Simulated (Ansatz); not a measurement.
**CH4BSe: ladder of basis sets**

How does the energy of CH4BSe converge with the basis? Wanted for CH4BSe: a ladder of basis sets. SMILES: C[B][SeH].

Computed with Ansatz 0.2.0 through its Python package. The levels of theory stand in the script.

### Step 1. The structure

Bond lengths: C1–B2 1.527 Å, B2–Se3 1.980 Å, C1–H4 1.092 Å, C1–H5 1.117 Å, C1–H6 1.136 Å, Se3–H7 1.549 Å. Angles: C1–B2–Se3 118.9°, B2–C1–H4 111.1°, B2–C1–H5 113.5°, B2–C1–H6 113.2°, H4–C1–H5 103.9°, H4–C1–H6 106.0°, H5–C1–H6 108.5°, B2–Se3–H7 92.7°.

No structure file is read: the coordinates are typed or built in the script.

### Step 2. The code

File basis.py:

```python
# -*- coding: utf-8 -*-
import ansatz as az

molecule = (
    az.Crystal.molecule()
    .atom("C", (-0.7383, 0.5119, -0.1574))
    .atom("B", (-0.2699, -0.9103, 0.1418))
    .atom("Se", (1.4781, -1.1736, 1.0334))
    .atom("H", (-1.7025, 0.5089, -0.67))
    .atom("H", (-0.0652, 1.0642, -0.8566))
    .atom("H", (-0.8829, 1.1421, 0.7768))
    .atom("H", (2.2419, -1.2112, -0.3137))
)

model = (
    molecule.calculation()
    .functional("b3lyp")
    .spin("collinear", total=1)
)

energies = {}
for basis in ["cc-pVDZ", "cc-pVTZ"]:
    data = model.basis(gaussian=basis).run(threads=1).report
    size = data["n_frozen"] + data["n_occupied"][0] + data["n_virtual"][0]
    energies[basis] = (data["reference_energy_ev"] / 27.211386246, data["free_energy_ev"] / 27.211386246)
    print(f"{basis:14s} {size:4d} orbitals  reference {energies[basis][0]:14.6f} Ha  total {energies[basis][1]:14.6f} Ha")

last = energies["cc-pVTZ"][1]
for basis, (_, total) in energies.items():
    print(f"{basis:14s} lies {27.211386 * (total - last):9.4f} eV above cc-pVTZ")
```

### Step 3. The input behind the calls

The engine receives this input (first run):

```yaml
crystal:
  periodic: [false, false, false]
  atoms:
    - { symbol: C, position_ang: [-0.7383, 0.5119, -0.1574] }
    - { symbol: B, position_ang: [-0.2699, -0.9103, 0.1418] }
    - { symbol: Se, position_ang: [1.4781, -1.1736, 1.0334] }
    - { symbol: H, position_ang: [-1.7025, 0.5089, -0.67] }
    - { symbol: H, position_ang: [-0.0652, 1.0642, -0.8566] }
    - { symbol: H, position_ang: [-0.8829, 1.1421, 0.7768] }
    - { symbol: H, position_ang: [2.2419, -1.2112, -0.3137] }
basis:
  gaussian:
    orbitals: cc-pVDZ
hamiltonian:
  xc: b3lyp
magnetization:
  spin_polarized: true
  initial_magnetization: 1.0
```

### Step 4. Launch

Launch:

```console
$ python basis.py
```

The program printed:

```text
cc-pVDZ          75 orbitals  reference   -2466.854416 Ha  total   -2466.854416 Ha
cc-pVTZ         159 orbitals  reference   -2466.950918 Ha  total   -2466.950918 Ha
cc-pVDZ        lies    2.6259 eV above cc-pVTZ
cc-pVTZ        lies    0.0000 eV above cc-pVTZ
```

It took 11 s on 1 thread of Intel Xeon Platinum 8488C (Sapphire Rapids), shared host; peak memory 0.44 GiB.

### Step 5. What changed from run to run

The engine's inputs for the other runs:

Run 2, against run 1:

```diff
@@ -13 +13 @@
-    orbitals: cc-pVDZ
+    orbitals: cc-pVTZ
```

Lines on the test bed's own set-up are left out of the output.

A comment line of the script is reworded here; the code is as run.

### Step 6. The engine's runs

One row for each of the 2 runs:

```csv
run,basis,energy (eV),<S²>,SCF cycles,CPU time (s)
1,cc-pVDZ,-67126.5283,0.75,25,3.2
2,cc-pVTZ,-67129.1543,0.75,26,7.2
```

### Step 7. Outcome

| quantity | value |
| --- | --- |
| runs compared | 2 |

In words: Against cc-pVDZ: cc-pVTZ -96.5 mHa. The last step alone is -96.50 mHa. From the first set to the last the time grows from 3.2 to 7.2 s. The drop along the ladder measures the basis error, and is no property of the molecule. The geometry is a force-field or estimated start, not a minimum of this method, and the last set is no limit. Much of the fall in a total is atomic energy, which cancels in bond and reaction energies. The species is open-shell (spin multiplicity 2). b3lyp holds the VWN-RPA fit, as in Gaussian; the form of ORCA and Turbomole is b3lyp5.
